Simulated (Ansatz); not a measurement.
A nudged elastic band was laid between two geometries of a periodic cell of 17 atoms, CuSi$_{16}$ (host Si, host structure diamond, interstitial Cu), cell charge +1.

All numbers below come from Ansatz 0.2.0, DFT PBE, scalar-relativistic, plane waves, PAW. Settings: PAW set soft_1, cutoff 420 eV, k mesh 2x2x2, gaussian smearing 0.05 eV, no spin polarisation.

* movable images: 5
* climbing image: yes
* spring: 2.0 eV/Å²
* optimiser: quadratic models (default)
* start path: IDPP
* force threshold: 0.05 eV/Å
* iteration limit: 38
* end points: relaxed

First end point:

```xyz
17
Lattice="0.0000 5.4300 5.4300 5.4300 0.0000 5.4300 5.4300 5.4300 0.0000" Properties=species:S:1:pos:R:3
Si -0.069 -0.042 0.049
Si 1.349 1.306 1.364
Si 2.754 2.717 -0.043
Si 4.038 4.014 1.418
Si 2.664 -0.046 2.779
Si 4.024 1.307 4.116
Si 5.376 2.658 2.764
Si 6.723 4.011 4.102
Si 0.127 2.851 2.596
Si 1.360 4.078 4.137
Si 2.758 5.475 2.722
Si 4.211 6.931 3.934
Si 2.673 2.648 5.474
Si 4.014 4.071 6.789
Si 5.426 5.472 5.386
Si 6.731 6.754 6.844
Cu 2.868 5.600 5.293
```

Last end point:

```xyz
17
Lattice="0.0000 5.4300 5.4300 5.4300 0.0000 5.4300 5.4300 5.4300 0.0000" Properties=species:S:1:pos:R:3
Si -0.044 -0.047 -0.048
Si 1.309 1.305 1.303
Si 2.658 2.656 -0.036
Si 4.027 4.029 1.289
Si 2.657 -0.035 2.655
Si 4.026 1.290 4.029
Si 5.368 2.717 2.716
Si 6.783 4.116 4.115
Si -0.029 2.654 2.654
Si 1.295 4.026 4.027
Si 2.713 5.374 2.710
Si 4.116 6.784 4.112
Si 2.712 2.709 5.376
Si 4.116 4.112 6.785
Si 5.568 5.569 5.569
Si 6.908 6.915 6.917
Cu 4.212 4.226 4.230
```

(1) What changes between the two ends?

(2) What energy profile does the band end with?

(3) What is the geometry of the highest image?

Results:

(1) Contacts lost: Si2–Cu17, Si3–Cu17. Contacts made: Si7–Cu17, Si8–Cu17, Si13–Cu17. The atom that moves furthest is Cu17, by 2.20 Å; four of its nearest neighbours are Si12 2.33, Si2 2.42, Si14 2.43, Si10 2.43 Å at the first end and Si15 2.33, Si13 2.42, Si11 2.42, Si7 2.43 Å at the last.

(2) The run converged. The highest image is number 3 of 0 to 6, 0.043 eV above the ends, which have the same energy within 2 meV. By the program's own check the climbing image is a first-order saddle point (lowest curvatures found: -0.53 and 0.91 eV/Å²). Limits of this set-up: coarse k mesh, a small cell, in which the defect meets its images, charged cell in a uniform background, uncorrected.

```tsv
image	path coordinate (Å)	energy (eV)	Si2–Cu17 (Å)	Si3–Cu17 (Å)	Si7–Cu17 (Å)
0	0.00	0.000	2.42	2.55	4.57
1	0.44	0.001	2.56	2.84	4.25
2	0.88	0.007	2.84	3.18	3.80
3	1.31	0.043	3.29	3.50	3.32
4	1.75	0.009	3.76	3.83	2.88
5	2.18	-0.001	4.21	4.10	2.58
6	2.61	0.000	4.58	4.32	2.43
```

(3) 
```xyz
17
Lattice="0.0000 5.4300 5.4300 5.4300 0.0000 5.4300 5.4300 5.4300 0.0000" Properties=species:S:1:pos:R:3:forces:R:3
Si -0.003 -0.036 -0.053 -0.01 0.00 -0.01
Si 1.495 1.226 1.241 0.00 -0.01 0.00
Si 2.756 2.722 -0.054 0.00 0.01 -0.01
Si 4.028 4.121 1.328 0.00 0.00 -0.01
Si 2.763 -0.044 2.744 0.01 0.00 0.01
Si 4.035 1.356 4.127 0.00 0.00 0.01
Si 5.297 2.852 2.832 -0.01 0.00 0.00
Si 6.793 4.115 4.126 0.00 0.00 0.01
Si 0.127 2.593 2.544 -0.02 0.00 0.01
Si 1.271 3.988 4.028 0.02 0.02 -0.02
Si 2.675 5.477 2.650 -0.01 -0.01 0.03
Si 4.161 6.876 4.027 -0.02 0.00 -0.02
Si 2.633 2.632 5.480 0.00 0.00 -0.01
Si 4.119 4.032 6.849 0.00 -0.01 0.00
Si 5.515 5.516 5.478 0.01 0.00 0.00
Si 6.665 6.914 6.960 0.00 -0.01 -0.02
Cu 3.381 4.762 4.755 0.02 0.01 0.04
```

Run time: 7 min on 1 thread of Arm Neoverse V1 (shared host), peak memory 0.92 GiB.
